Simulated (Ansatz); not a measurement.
# CH5BO2: the cost of one run

Program: Ansatz 0.2.0. Level of theory: RKS PBE0/def2-SVP. These are calculated values, not measurements.

### 1 The structure to begin with

Bond lengths: O1–B2 1.415 Å, B2–C3 1.583 Å, C3–O4 1.381 Å, O1–H5 1.035 Å, B2–H6 1.197 Å, C3–H7 1.069 Å, C3–H8 1.170 Å, O4–H9 1.063 Å. Angles: O1–B2–C3 118.4°, O1–B2–H6 120.2°, C3–B2–H6 121.4°, B2–O1–H5 105.4°, B2–C3–O4 110.0°, B2–C3–H7 112.2°, B2–C3–H8 105.9°, O4–C3–H7 115.4°, O4–C3–H8 104.8°, H7–C3–H8 107.8°, C3–O4–H9 105.1°.

Structure file:

```xyz
9

O    -0.3583    0.9386   -1.6053
B     0.3747    0.6993   -0.4192
C     0.3089   -0.7440    0.2286
O    -0.0366   -0.6488    1.5620
H    -1.2768    1.2983   -1.2927
H     1.0481    1.5665    0.0574
H    -0.2825   -1.4207   -0.3510
H     1.4090   -1.1436    0.2335
H    -1.0980   -0.5918    1.5696
```

### 2 Relaxing end A

input.yaml reads:

```yaml
crystal:
  periodic: [false, false, false]
  atoms:
    - { symbol: O, position_ang: [-0.3583, 0.9386, -1.6053] }
    - { symbol: B, position_ang: [0.3747, 0.6993, -0.4192] }
    - { symbol: C, position_ang: [0.3089, -0.744, 0.2286] }
    - { symbol: O, position_ang: [-0.0366, -0.6488, 1.562] }
    - { symbol: H, position_ang: [-1.2768, 1.2983, -1.2927] }
    - { symbol: H, position_ang: [1.0481, 1.5665, 0.0574] }
    - { symbol: H, position_ang: [-0.2825, -1.4207, -0.351] }
    - { symbol: H, position_ang: [1.409, -1.1436, 0.2335] }
    - { symbol: H, position_ang: [-1.098, -0.5918, 1.5696] }
basis:
  gaussian: { orbitals: def2-SVP }
hamiltonian:
  xc: pbe0
relax:
  f_tol: 0.015
  max_steps: 40
output:
  orbitals: {}
```

Run with:

```bash
> ansatz run input.yaml --threads 1 --pin off --max-ram 2048MiB --backend cpu --events-out ev --progress --plain --runs-dir out
```

What time and memory should one allow on 1 thread of an Arm CPU, shared host?

About 68 s, with a peak of 0.15 GiB.
